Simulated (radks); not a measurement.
**Zn⁺ with its nuclear charge varied continuously**

The task here is to estimate one member of a computed series from the others.

Method: Dirac Kohn-Sham, LDA (Slater exchange, Perdew-Wang correlation), spin-unpolarised, spherical densities, point nucleus. Code: radks (a radial shooting solver on a logarithmic mesh, Libxc functionals) version 1.

## The atom as given

```
element       : zinc (Z = 30)
charge        : +1
electrons     : 29
configuration : [Ar] 3d10 4s1
```

The outer shells:

Zn⁺
```
[Ar] core
3d [↑↓][↑↓][↑↓][↑↓][↑↓]
4s [↑ ]
```

Set-up of the first run:

Settings of this run:

```text
Z 30
configuration [Ar] 3d10 4s1
relativity Dirac
functional lda,pw
spin unpolarised
j_filling energy
nucleus point
c 137.035999084
```

Steps of the session up to this table: Z = 30.

One table of the session follows, with a row left open; its other results are not shown here.

It belongs to the step «Z = 30». Sizes of the orbitals, from the radial functions (bohr):

```
level     <r>  outermost maximum (interpolated)  90 % within  nodes
2p1/2  0.1961                             0.150        0.321      0
2p3/2  0.1995                             0.153        0.326      0
3s1/2  0.6825                             0.589         1.02      2
3p1/2  0.7070                             0.587         1.09      1
3p3/2  0.7180                             0.595         1.11      1
3d3/2       ?                                 ?            ?      ?
3d5/2  0.9006                             0.565         1.59      0
4s1/2   2.378                              1.98         3.58      3
```

Estimate the missing values for 3d3/2.

The run gave: <r>: 0.8929; outermost maximum (interpolated): 0.562; 90 % within: 1.57; nodes: 0. In the column «<r>» it lies between 3p3/2 (0.7180) and 3d5/2 (0.9006).
